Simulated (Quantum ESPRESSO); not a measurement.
MgSe3: Wannier functions under several settings

```xyz
4
Lattice="5.4938 0.0000 0.0000 -2.7469 4.7578 0.0000 0.0000 0.0000 3.5853" Properties=species:S:1:pos:R:3 pbc="T T T"
Mg    0.0000    0.0000    0.0000
Se    2.7469    0.0000    1.7926
Se   -1.3735    2.3789    1.7926
Se    1.3734    2.3789    1.7926
```

The cell was built by a generator and needn't be a form met in nature.

All runs used Quantum ESPRESSO 7.5; potentials GBRV 1.5 PBE; k mesh 5 × 5 × 6; given cell; no spin polarisation; cutoff 612 eV; occupations fermi-dirac, width 0.05 eV.

```csv
level,start,Wannier mesh,spread a function (Å²),RMS miss of the bands (meV)
PBE,atomic projections with disentanglement,4 × 4 × 5,1.64,26
PBE,"atomic projections with disentanglement, not minimised",4 × 4 × 5,?,?
PBE,SCDM with an erfc weight,4 × 4 × 5,2.34,26
```

Task: What stands in the row left open?

Result: Spread a function 1.91 Å²; RMS miss of the bands 40 meV.

Caveats: the Wannier minimisation didn't converge (some runs).

For the row left open. Caveat: the k mesh is coarse.
